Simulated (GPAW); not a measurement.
A run of GPAW 26.7.0:

The input run.py:

```python
import numpy as np
from ase import Atoms
from ase.dft.bandgap import bandgap
from ase.io import write
from gpaw import GPAW, PW
from gpaw.response.df import DielectricFunction

atoms = Atoms(['Ta', 'Ta', 'As', 'As'],
              cell=[[-1.7218133622, 1.7218133622, 5.8679415361],
                    [1.7218133622, -1.7218133622, 5.8679415361],
                    [1.7218133622, 1.7218133622, -5.8679415361]],
              scaled_positions=[[0.4999673, 0.4999673, 0.0],
                                [0.2499673, 0.7499673, 0.5],
                                [0.08263212, 0.08263212, 0.0],
                                [0.83263212, 0.33263212, 0.5]],
              pbc=True)

calc = GPAW(mode=PW(400),
            xc='PBE',
            kpts={'size': (7, 7, 7), 'gamma': True},
            occupations={'name': 'fermi-dirac', 'width': 0.001},
            nbands=34,
            convergence={'density': 1e-06},
            maxiter=150,
            txt='gpaw.txt')
atoms.calc = calc
energy = atoms.get_potential_energy()
calc.write('gs.gpw')
write('result.traj', atoms)
print(f'Energy: {energy:.6f} eV')
print('Fermi level:', round(calc.get_fermi_level(), 4), 'eV')
print(f'Gap: {bandgap(calc)[0]:.4f} eV, direct: {bandgap(calc, direct=True)[0]:.4f} eV')

for size in [(7, 7, 7)]:
    name = 'x'.join(str(n) for n in size)
    dense = calc.fixed_density(kpts={'size': size, 'gamma': True},
                               nbands=64, convergence={'bands': 58, 'eigenstates': 1e-7},
                               update_fermi_level=True, txt=f'dense-{name}.txt')
    dense.write(f'{name}.gpw', mode='all')
    df = DielectricFunction(f'{name}.gpw', frequencies=np.array([0.0]), hilbert=False, eta=0.001,
                            ecut=80, nbands=58, intraband=False, txt=f'df-{name}.txt')
    for xc in ['RPA']:
        for direction in ['x', 'y', 'z', [0, 1, 1], [1, 0, 1], [1, 1, 0]]:
            e0, e = df.get_macroscopic_dielectric_constant(xc=xc, direction=direction)
            print(f'{name} {xc} {direction}: {e0:.4f} without, {e:.4f} with local fields')
```

Potentials or basis: GPAW PAW data sets (gpaw-data 1.2.1), pw.

Command:

```sh
$ OMP_NUM_THREADS=1 python run.py
```

Hardware: 1 thread of Arm Neoverse V1, on a shared host.

Question: How long does it take, and how much memory?

Answer: It took 7.6 min on 1 thread of Arm Neoverse V1, on a shared host, peak memory 0.51 GiB. Counts: scf iterations 25, plane waves 1274, bands 34, k points 64.
